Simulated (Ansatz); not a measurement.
# C2H6AlIO: the cost of one run

Program: Ansatz 0.2.0, Gaussian basis. Level of theory: functionals in def2-TZVPP, the program's frozen cores in correlated methods. These are calculated values, not measurements.

Plan: PBE-D4, r2SCAN-D4, PBE0-D4, B3LYP-D4, ωB97X-V, ωB97M-V, B2PLYP; CCSD(T)/def2-TZVPP; MP2/def2-QZVPP; extrapolation to the limit.

## Step 1: The geometry

An earlier PBE0-D4 in a triple-zeta def2 set relaxation fixed the geometry. I takes the def2 core potential; no spin-orbit term is included.

11 atoms, charge 0, spin multiplicity 1.

Atoms are counted from 1 here; the program's logs count them from 0.

Bond lengths: C1–Al2 1.962 Å, C1–H6 1.096 Å, C1–H7 1.094 Å, C1–H8 1.095 Å, Al2–C3 2.012 Å, Al2–I5 2.641 Å, Al2–H9 1.584 Å, C3–O4 1.308 Å, C3–H10 1.093 Å, O4–H11 0.969 Å. Angles: Al2–C1–H6 113.9°, Al2–C1–H7 110.3°, Al2–C1–H8 111.6°, H6–C1–H7 105.9°, H6–C1–H8 107.9°, H7–C1–H8 106.7°, C1–Al2–C3 109.2°, C1–Al2–I5 112.1°, C1–Al2–H9 125.1°, C3–Al2–I5 69.5°, C3–Al2–H9 116.0°, I5–Al2–H9 111.7°, Al2–C3–O4 124.9°, Al2–C3–H10 126.1°, O4–C3–H10 108.9°, C3–O4–H11 109.8°.

## Step 2: PBE-D4 (GGA)

The input, in.yaml:

```yaml
crystal:
  periodic: [false, false, false]
  atoms:
    - {symbol: C, position_ang: [-1.625514, -0.141084, 0.291865]}
    - {symbol: Al, position_ang: [0.132948, 0.515086, 0.865002]}
    - {symbol: C, position_ang: [1.556237, -0.313230, -0.290295]}
    - {symbol: O, position_ang: [1.327499, -1.057433, -1.340799]}
    - {symbol: I, position_ang: [1.119924, 2.303755, -0.808981]}
    - {symbol: H, position_ang: [-1.720413, -0.266307, -0.792494]}
    - {symbol: H, position_ang: [-2.408219, 0.566264, 0.582374]}
    - {symbol: H, position_ang: [-1.873666, -1.097360, 0.764803]}
    - {symbol: H, position_ang: [0.545459, 0.823404, 2.362644]}
    - {symbol: H, position_ang: [2.634347, -0.164440, -0.190493]}
    - {symbol: H, position_ang: [0.376699, -1.225655, -1.423026]}
basis:
  gaussian: {orbitals: def2-TZVPP}
hamiltonian: {xc: pbe, dispersion: d4}
output: {forces: true, orbitals: {seedname: orbitals}}
```

Started as:

```bash
ansatz run in.yaml --threads 4 --pin off --events-out ev --progress --plain --max-ram 10444MiB
```

Q: Estimate wall time and peak memory on 4 threads of Arm Neoverse V2, shared host.

About 3.2 s, with a peak of 0.38 GiB.
